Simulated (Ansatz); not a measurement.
# GaSb₃: a line through a two-coordinate scan

How does the energy of GaSb₃ (Fm-3m, No. 225; 4 atoms in the cell) vary with equal normal strain along x and y, at amplitude of mode 4 (94 cm⁻¹) = −0.041 Å?

Method: DFT PBEsol+D3(BJ), scalar-relativistic, plane waves, PAW, in Ansatz 0.2.0.

1 further run of the same task is left out (set aside as unsound or not needed).

## Step 1: The system as given

The structure is cubic, space group Fm-3m (No. 225). The conventional cell has a = 7.172 Å, b = 7.172 Å, c = 7.172 Å, α = 90.00°, β = 90.00°, γ = 90.00°. Ga (site symmetry m-3m) is surrounded by 8 Sb at 3.11 Å. Sb (site symmetry -43m) is surrounded by 4 Ga at 3.11 Å and 4 Sb at 3.11 Å. Around Sb (site symmetry m-3m) lie 8 Sb at 3.11 Å.

Structure file:

```xyz
4
Lattice="0.0000 3.5858 3.5858 3.5858 0.0000 3.5858 3.5858 3.5858 0.0000" Properties=species:S:1:pos:R:3 pbc="T T T"
Ga    0.0000    0.0000    0.0000
Sb    1.7929    1.7929    1.7929
Sb    5.3787    5.3787    5.3787
Sb    3.5858    3.5858    3.5858
```

It goes back to an entry of the Materials Project, which need not be the stable form.

It is the result of an earlier relaxation at this level (volume 23.05 Å³/atom; gap on the mesh: none (metal)).

## Step 2: Plan of the line

The energy is mapped over a normal mode and a strain (zone-centre modes of the cell shown) (x along [1 0 0], y along [0 1 0], z along [0 0 1] of the conventional cell).

The axes are (1) amplitude of mode 4 (94 cm⁻¹), largest displacement in the unstrained cell: 7 values from −0.123 Å; (2) equal normal strain along x and y: 7 values from −4.00 %.

Nothing else is relaxed (the pattern is fixed in fractional coordinates). Energies count from the relaxed high-symmetry cell. Points are written as (first, second).

The modes come from a phonon run on the reference cell, made beforehand.

Displacement patterns for an amplitude of 1 (Å):

```csv
atom,x1,y1,z1
Ga1,0.000,0.000,0.000
Sb2,1.000,0.000,0.000
Sb3,-1.000,0.000,0.000
Sb4,0.000,0.000,0.000
```

## Step 3: The run at (−0.041 Å, −4.00 %)

Contents of input.yaml:

```yaml
crystal:
  lattice:
    - [0.0, 3.4423420432, 3.5857729617]
    - [3.4423420432, 0.0, 3.5857729617]
    - [3.4423420432, 3.4423420432, 0.0]
  atoms:
    - { symbol: Ga, position: [0.0, 0.0, 0.0] }
    - { symbol: Sb, position: [0.2557170379, 0.2442829621, 0.2442829621] }
    - { symbol: Sb, position: [0.7442829621, 0.7557170379, 0.7557170379] }
    - { symbol: Sb, position: [0.5, 0.5, 0.5] }
basis:
  ecutwfc: 420
kpoints:
  mp_grid: { grid: [10, 10, 10] }
hamiltonian:
  xc: pbesol
  pseudopotentials: { kind: paw, azcp: { folder: soft_1 } }
  dispersion: d3bj
scf:
  occupations: { method: gaussian, width: 0.15 }
output:
  forces: true
  stress: true
  eigenvalues: true
```

On the command line:

```sh
$ ansatz run input.yaml --threads 2 --pin off --max-ram 4096MiB --backend cpu --events-out ev --progress --plain --runs-dir out
```

The log of the run, cut to the lines that bear on the results:

```text
Warning: <dir> the record states the generating functional pbe (its physics header spells it `PBE`), which answers neither for hamiltonian.xc's functional nor for the pbesol family's — results may be inconsistent (PPs are generated against a specific XC)
[...]
Warning: RAYON_NUM_THREADS=2 ignored (pool sized by the plan → 2); use --threads N
[...]
Pseudopotentials: kind: paw
Pseudopotential: Ga, paw, valence charge 13, recommended cutoff 420 eV (normal), <dir>
Pseudopotential: Sb, paw, valence charge 15, recommended cutoff 420 eV (normal), <dir>
Functional definition: PBEsol
[...]
Crystal: 4 atoms, lattice volume = 84.981 Å³
Basis set: ecut = 420 eV, 1679 PW (Γ), exchange–correlation on 72×72×72 points (8 copies of the dense FFT grid, shifted against one another)
Bands: 35, of which v1, the nominal top of the filled ones, is band 29 counted from 1 (28 counted from 0)
Symmetry: 4 space group operations
Space group: C2/m (ITA 12), of the structure as read, at distance tolerance 4.4e-5 Å
k-points: 282 of 1000
[...]
SCF iter   1: F=—  HF=-22968.996908 eV  |F-HF|=—  |Δ(HF+E_count)|=         —  Δρ=2.09e-2  dr2=5.79e-1  ethr=3.10e-3  ⟨swp⟩=8.2  Hψ=43817  notcnv=0
[...]
SCF iter   8: F=-22968.790836 eV  HF=-22968.790836 eV  |F-HF|=2.88e-8  |Δ(HF+E_count)|=   6.35e-7  Δρ=7.15e-6  dr2=4.39e-8  ethr=1.72e-10  ⟨swp⟩=10.0  Hψ=51146  notcnv=0
[...]
SCF converged after 8 iterations
Free energy (F): -22968.790836 eV
[...]
E sigma→0 (E₀):  -22968.781552 eV
Entropy (-TS):   -0.018568 eV (-4.642 meV/atom)
Fermi energy:    13.978966 eV
[...]
--- Forces (eV/Å), atoms counted from 1 ---
  atom   1  Ga     0.00000000     0.00000000     0.00000000
  atom   2  Sb     0.25240277     0.00000000     0.00000000
  atom   3  Sb    -0.25240277     0.00000000     0.00000000
  atom   4  Sb     0.00000000     0.00000000     0.00000000
[...]
--- Stress (GPa, compression-positive) ---
        8.572089       0.000000       0.000000
        0.000000       8.505867      -0.433882
        0.000000      -0.433882       5.567303
  P = ⅓ Tr σ = 7.5484 GPa (75.484 kbar)
--- Band table (eV; the first three rows and the last of 282) ---
[...]
```

Run time: 48 s. Hardware: 2 threads of Arm Neoverse N1, shared host; peak memory 0.78 GiB.

That is 188 meV from the zero.

## Step 4: Point (−0.041 Å, −2.67 %)

Edit input.yaml of step 3 so:

```diff
@@ -2,5 +2,5 @@
   lattice:
-    - [0.0, 3.4423420432, 3.5857729617]
-    - [3.4423420432, 0.0, 3.5857729617]
-    - [3.4423420432, 3.4423420432, 0.0]
+    - [0.0, 3.4900328236, 3.5857729617]
+    - [3.4900328236, 0.0, 3.5857729617]
+    - [3.4900328236, 3.4900328236, 0.0]
   atoms:
```

On the command line:

```sh
$ ansatz run input.yaml --threads 2 --pin off --max-ram 4096MiB --backend cpu --events-out ev --progress --plain --runs-dir out
```

The log of the run, cut to the lines that bear on the results:

```text
[...]
SCF converged after 8 iterations
Free energy (F): -22968.893269 eV
[...]
E sigma→0 (E₀):  -22968.884705 eV
Entropy (-TS):   -0.017128 eV (-4.282 meV/atom)
Fermi energy:    13.479755 eV
[...]
--- Forces (eV/Å), atoms counted from 1 ---
  atom   1  Ga    -0.00000000     0.00000000     0.00000000
  atom   2  Sb     0.22128030     0.00000000    -0.00000000
  atom   3  Sb    -0.22128030     0.00000000     0.00000000
  atom   4  Sb     0.00000000     0.00000000    -0.00000000
[...]
--- Stress (GPa, compression-positive) ---
        5.400150       0.000000      -0.000000
        0.000000       5.346025      -0.406885
       -0.000000      -0.406885       3.390361
  P = ⅓ Tr σ = 4.7122 GPa (47.122 kbar)
--- Band table (eV; the first three rows and the last of 282) ---
[...]
```

Wall time 46 s (2 threads of Arm Neoverse N1, shared host); peak memory 0.79 GiB.

On the map this point reads 86 meV.

## Step 5: Point (−0.041 Å, −1.33 %)

Edit input.yaml of step 4 so:

```diff
@@ -2,5 +2,5 @@
   lattice:
-    - [0.0, 3.4900328236, 3.5857729617]
-    - [3.4900328236, 0.0, 3.5857729617]
-    - [3.4900328236, 3.4900328236, 0.0]
+    - [0.0, 3.5380821813, 3.5857729617]
+    - [3.5380821813, 0.0, 3.5857729617]
+    - [3.5380821813, 3.5380821813, 0.0]
   atoms:
```

On the command line:

```sh
$ ansatz run input.yaml --threads 2 --pin off --max-ram 4096MiB --backend cpu --events-out ev --progress --plain --runs-dir out
```

The log of the run, cut to the lines that bear on the results:

```text
[...]
SCF converged after 8 iterations
Free energy (F): -22968.952695 eV
[...]
E sigma→0 (E₀):  -22968.944291 eV
Entropy (-TS):   -0.016808 eV (-4.202 meV/atom)
Fermi energy:    13.003709 eV
[...]
--- Forces (eV/Å), atoms counted from 1 ---
  atom   1  Ga     0.00000000     0.00000000    -0.00000000
  atom   2  Sb     0.19214899     0.00000000    -0.00000000
  atom   3  Sb    -0.19214899     0.00000000     0.00000000
  atom   4  Sb     0.00000000     0.00000000    -0.00000000
[...]
--- Stress (GPa, compression-positive) ---
        2.575090       0.000000      -0.000000
        0.000000       2.534948      -0.376814
       -0.000000      -0.376814       1.590299
  P = ⅓ Tr σ = 2.2334 GPa (22.334 kbar)
--- Band table (eV; the first three rows and the last of 282) ---
[...]
```

Run time: 49 s. Hardware: 2 threads of Arm Neoverse N1, shared host; peak memory 0.81 GiB.

On the map this point reads 27 meV.

## Step 6: Point (−0.041 Å, 0.00 %)

Edit input.yaml of step 5 so:

```diff
@@ -2,5 +2,5 @@
   lattice:
-    - [0.0, 3.5380821813, 3.5857729617]
-    - [3.5380821813, 0.0, 3.5857729617]
-    - [3.5380821813, 3.5380821813, 0.0]
+    - [0.0, 3.5857729617, 3.5857729617]
+    - [3.5857729617, 0.0, 3.5857729617]
+    - [3.5857729617, 3.5857729617, 0.0]
   atoms:
```

On the command line:

```sh
$ ansatz run input.yaml --threads 2 --pin off --max-ram 4096MiB --backend cpu --events-out ev --progress --plain --runs-dir out
```

The log of the run, cut to the lines that bear on the results:

```text
Warning: <dir> the record states the generating functional pbe (its physics header spells it `PBE`), which answers neither for hamiltonian.xc's functional nor for the pbesol family's — results may be inconsistent (PPs are generated against a specific XC)
[...]
Warning: RAYON_NUM_THREADS=2 ignored (pool sized by the plan → 2); use --threads N
[...]
[... 4 set-up lines as earlier in the session ...]
[...]
Crystal: 4 atoms, lattice volume = 92.210 Å³
Basis set: ecut = 420 eV, 1807 PW (Γ), exchange–correlation on 72×72×72 points (8 copies of the dense FFT grid, shifted against one another)
Bands: 35, of which v1, the nominal top of the filled ones, is band 29 counted from 1 (28 counted from 0)
Symmetry: 8 space group operations
Space group: Immm (ITA 71), of the structure as read, at distance tolerance 4.5e-5 Å
k-points: 171 of 1000
[...]
SCF iter   1: F=—  HF=-22969.183780 eV  |F-HF|=—  |Δ(HF+E_count)|=         —  Δρ=1.97e-2  dr2=5.85e-1  ethr=3.10e-3  ⟨swp⟩=8.3  Hψ=26045  notcnv=0
[...]
SCF iter   8: F=-22968.972463 eV  HF=-22968.972463 eV  |F-HF|=2.15e-9  |Δ(HF+E_count)|=   3.52e-8  Δρ=3.31e-6  dr2=9.64e-9  ethr=1.72e-10  ⟨swp⟩=10.2  Hψ=28533  notcnv=0
[...]
SCF converged after 8 iterations
Free energy (F): -22968.972463 eV
[...]
E sigma→0 (E₀):  -22968.963584 eV
Entropy (-TS):   -0.017760 eV (-4.440 meV/atom)
Fermi energy:    12.556895 eV
[...]
--- Forces (eV/Å), atoms counted from 1 ---
  atom   1  Ga     0.00000000    -0.00000000     0.00000000
  atom   2  Sb     0.16596909     0.00000000    -0.00000000
  atom   3  Sb    -0.16596909    -0.00000000     0.00000000
  atom   4  Sb     0.00000000     0.00000000     0.00000000
[...]
--- Stress (GPa, compression-positive) ---
        0.124044       0.000000      -0.000000
        0.000000       0.102343      -0.354368
       -0.000000      -0.354368       0.102343
  P = ⅓ Tr σ = 0.1096 GPa (1.096 kbar)
--- Band table (eV; the first three rows and the last of 171) ---
[...]
```

Wall time 29 s (2 threads of Arm Neoverse N1, shared host); peak memory 0.63 GiB.

That is 7 meV from the zero.

## Step 7: Point (−0.041 Å, 1.33 %)

Edit input.yaml of step 6 so:

```diff
@@ -2,5 +2,5 @@
   lattice:
-    - [0.0, 3.5857729617, 3.5857729617]
-    - [3.5857729617, 0.0, 3.5857729617]
-    - [3.5857729617, 3.5857729617, 0.0]
+    - [0.0, 3.6334637421, 3.5857729617]
+    - [3.6334637421, 0.0, 3.5857729617]
+    - [3.6334637421, 3.6334637421, 0.0]
   atoms:
```

On the command line:

```sh
$ ansatz run input.yaml --threads 2 --pin off --max-ram 4096MiB --backend cpu --events-out ev --progress --plain --runs-dir out
```

The log of the run, cut to the lines that bear on the results:

```text
Warning: <dir> the record states the generating functional pbe (its physics header spells it `PBE`), which answers neither for hamiltonian.xc's functional nor for the pbesol family's — results may be inconsistent (PPs are generated against a specific XC)
[...]
Warning: RAYON_NUM_THREADS=2 ignored (pool sized by the plan → 2); use --threads N
[...]
[... 4 set-up lines as earlier in the session ...]
[...]
Crystal: 4 atoms, lattice volume = 94.679 Å³
Basis set: ecut = 420 eV, 1851 PW (Γ), exchange–correlation on 72×72×72 points (8 copies of the dense FFT grid, shifted against one another)
Bands: 35, of which v1, the nominal top of the filled ones, is band 29 counted from 1 (28 counted from 0)
[... 1 set-up line as earlier in the session ...]
Space group: C2/m (ITA 12), of the structure as read, at distance tolerance 4.6e-5 Å
k-points: 282 of 1000
[...]
SCF iter   1: F=—  HF=-22969.170919 eV  |F-HF|=—  |Δ(HF+E_count)|=         —  Δρ=1.93e-2  dr2=5.90e-1  ethr=3.10e-3  ⟨swp⟩=8.3  Hψ=42909  notcnv=0
[...]
SCF iter   8: F=-22968.958037 eV  HF=-22968.958037 eV  |F-HF|=3.31e-9  |Δ(HF+E_count)|=   2.62e-8  Δρ=3.49e-6  dr2=1.14e-8  ethr=1.72e-10  ⟨swp⟩=10.3  Hψ=48215  notcnv=0
[...]
SCF converged after 8 iterations
Free energy (F): -22968.958037 eV
[...]
E sigma→0 (E₀):  -22968.948050 eV
Entropy (-TS):   -0.019973 eV (-4.993 meV/atom)
Fermi energy:    12.130688 eV
[...]
--- Forces (eV/Å), atoms counted from 1 ---
  atom   1  Ga     0.00000000     0.00000000     0.00000000
  atom   2  Sb     0.13899979     0.00000000    -0.00000000
  atom   3  Sb    -0.13899979     0.00000000     0.00000000
  atom   4  Sb     0.00000000     0.00000000    -0.00000000
[...]
--- Stress (GPa, compression-positive) ---
       -1.899250       0.000000      -0.000000
        0.000000      -1.914316      -0.344077
       -0.000000      -0.344077      -1.294436
  P = ⅓ Tr σ = -1.7027 GPa (-17.027 kbar)
--- Band table (eV; the first three rows and the last of 282) ---
[...]
```

Wall time 51 s (2 threads of Arm Neoverse N1, shared host); peak memory 0.82 GiB.

On the map this point reads 21 meV.

## Step 8: Point (−0.041 Å, 2.67 %)

Edit input.yaml of step 7 so:

```diff
@@ -2,5 +2,5 @@
   lattice:
-    - [0.0, 3.6334637421, 3.5857729617]
-    - [3.6334637421, 0.0, 3.5857729617]
-    - [3.6334637421, 3.6334637421, 0.0]
+    - [0.0, 3.6815130998, 3.5857729617]
+    - [3.6815130998, 0.0, 3.5857729617]
+    - [3.6815130998, 3.6815130998, 0.0]
   atoms:
```

On the command line:

```sh
$ ansatz run input.yaml --threads 2 --pin off --max-ram 4096MiB --backend cpu --events-out ev --progress --plain --runs-dir out
```

The log of the run, cut to the lines that bear on the results:

```text
[...]
SCF converged after 8 iterations
Free energy (F): -22968.914776 eV
[...]
E sigma→0 (E₀):  -22968.903517 eV
Entropy (-TS):   -0.022518 eV (-5.629 meV/atom)
Fermi energy:    11.717743 eV
[...]
--- Forces (eV/Å), atoms counted from 1 ---
  atom   1  Ga     0.00000000     0.00000000     0.00000000
  atom   2  Sb     0.11159468     0.00000000     0.00000000
  atom   3  Sb    -0.11159468     0.00000000     0.00000000
  atom   4  Sb     0.00000000     0.00000000     0.00000000
[...]
--- Stress (GPa, compression-positive) ---
       -3.518419       0.000000       0.000000
        0.000000      -3.542654      -0.332183
        0.000000      -0.332183      -2.707511
  P = ⅓ Tr σ = -3.2562 GPa (-32.562 kbar)
--- Band table (eV; the first three rows and the last of 282) ---
[...]
```

Run time: 50 s. Hardware: 2 threads of Arm Neoverse N1, shared host; peak memory 0.84 GiB.

That is 64 meV from the zero.

## Step 9: The run at (−0.041 Å, 4.00 %)

Edit input.yaml of step 8 so:

```diff
@@ -2,5 +2,5 @@
   lattice:
-    - [0.0, 3.6815130998, 3.5857729617]
-    - [3.6815130998, 0.0, 3.5857729617]
-    - [3.6815130998, 3.6815130998, 0.0]
+    - [0.0, 3.7292038802, 3.5857729617]
+    - [3.7292038802, 0.0, 3.5857729617]
+    - [3.7292038802, 3.7292038802, 0.0]
   atoms:
```

On the command line:

```sh
$ ansatz run input.yaml --threads 2 --pin off --max-ram 4096MiB --backend cpu --events-out ev --progress --plain --runs-dir out
```

The log of the run, cut to the lines that bear on the results:

```text
[...]
SCF converged after 8 iterations
Free energy (F): -22968.848093 eV
[...]
E sigma→0 (E₀):  -22968.835641 eV
Entropy (-TS):   -0.024905 eV (-6.226 meV/atom)
Fermi energy:    11.322030 eV
[...]
--- Forces (eV/Å), atoms counted from 1 ---
  atom   1  Ga     0.00000000     0.00000000     0.00000000
  atom   2  Sb     0.08839595     0.00000000     0.00000000
  atom   3  Sb    -0.08839595     0.00000000     0.00000000
  atom   4  Sb     0.00000000     0.00000000     0.00000000
[...]
--- Stress (GPa, compression-positive) ---
       -4.842480       0.000000       0.000000
        0.000000      -4.876386      -0.311922
        0.000000      -0.311922      -4.037665
  P = ⅓ Tr σ = -4.5855 GPa (-45.855 kbar)
--- Band table (eV; the first three rows and the last of 282) ---
[...]
```

It took 52 s on 2 threads of Arm Neoverse N1, shared host; peak memory 0.85 GiB.

On the map this point reads 131 meV.

## Step 10: The line in numbers

```
equal normal strain along x and y (%)  step  energy (meV)  slope (meV per %)  pressure (GPa)  largest force on an atom (eV/Å)
                                −4.00     3           188                −94             7.5                            0.252
                                −2.67     4            86                −60             4.7                            0.221
                                −1.33     5            27                −29             2.2                            0.192
                                 0.00     6             7                 −1             0.1                            0.166
                                 1.33     7            21                 22            −1.7                            0.139
                                 2.67     8            64                 42            −3.3                            0.112
                                 4.00     9           131                 58            −4.6                            0.088
```

Energies count from the relaxed high-symmetry cell. Slopes come from the forces (and the stress, where the cell changes), not from differences of energies.

In words: Along the line the energy is lowest at 0.00 %, 7 meV from the zero. Energies and slopes round the minimum, fitted together, put the minimum at 0.067 %, with a curvature of about 19 meV per %². The well is lopsided: two grid steps out, the energy rises by 79 meV towards smaller values and 58 meV towards larger ones. The highest point computed, at −4.00 %, lies 182 meV above the lowest. This is one cut through a surface in two coordinates; the map's lowest point lies off it. With the other coordinates free, the energies away from the reference would be the same or lower. The runs treat Sb without spin-orbit coupling.
